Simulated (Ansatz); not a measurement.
TaVN2 under changes of volume

One of the cells (9.990 Å³/atom); the others are scaled copies at fixed shape and fractional positions:

```xyz
4
Lattice="3.0499 0.0000 0.0000 0.0000 3.0499 0.0000 0.0000 0.0000 4.2961" Properties=species:S:1:pos:R:3 pbc="T T T"
Ta    0.0000    0.0000    0.0000
V     1.5249    1.5249    2.1480
N     1.5249    1.5249    0.0000
N     0.0000    0.0000    2.1480
```

The cell comes from a database or a generator and needn't be the stable form of this composition.

- Program: Ansatz 0.2.0
- Functional: PBEsol
- Potentials or basis: all-electron LAPW, scalar-relativistic
- Cutoff: 379 eV (chosen from the basis error)
- Basis error allowed: 0.001 eV/atom
- k mesh: 9 × 9 × 6
- Occupations: fermi-dirac, width 0.05 eV
- Spin: collinear spin, ferromagnetic start
- Starting moments: [0.0, 2.0, 0.0, 0.0] μB

```csv
volume (Å³/atom),energy over the lowest point (meV/atom),pressure (GPa),moment (μB per cell)
9.391,5.61,8.1,0.30
9.591,0.00,1.1,0.64
9.790,2.66,-5.4,0.80
9.990,13.01,-11.1,0.93
10.190,30.16,-16.2,1.04
10.390,?,?,?
10.590,81.96,-24.9,1.25
```

**Question.** What does the run at 10.390 Å³/atom give?

**Answer.** Energy over the lowest point 53.36 meV/atom; pressure -20.8 GPa; moment 1.15 μB per cell.

Worked out: A Birch-Murnaghan fit of order 3 (a polynomial in V^(-2/3)) to the other rows has its minimum at 9.62 Å³/atom with B0 = V·E''(V) = 320 GPa and B' = 4.3 at fixed shape and positions, which overstates the stiffness. It gives 53.33 meV/atom at 10.390 Å³/atom, against the run's 53.36, and -dE/dV = -20.8 GPa, against -20.8. A parabola through the other rows of the moment, of slope 0.387 μB per Å³/atom there, gives 1.17 μB, against the run's 1.15.

Energies are extrapolated to zero smearing.

The runs don't all hold the same shells in valence.
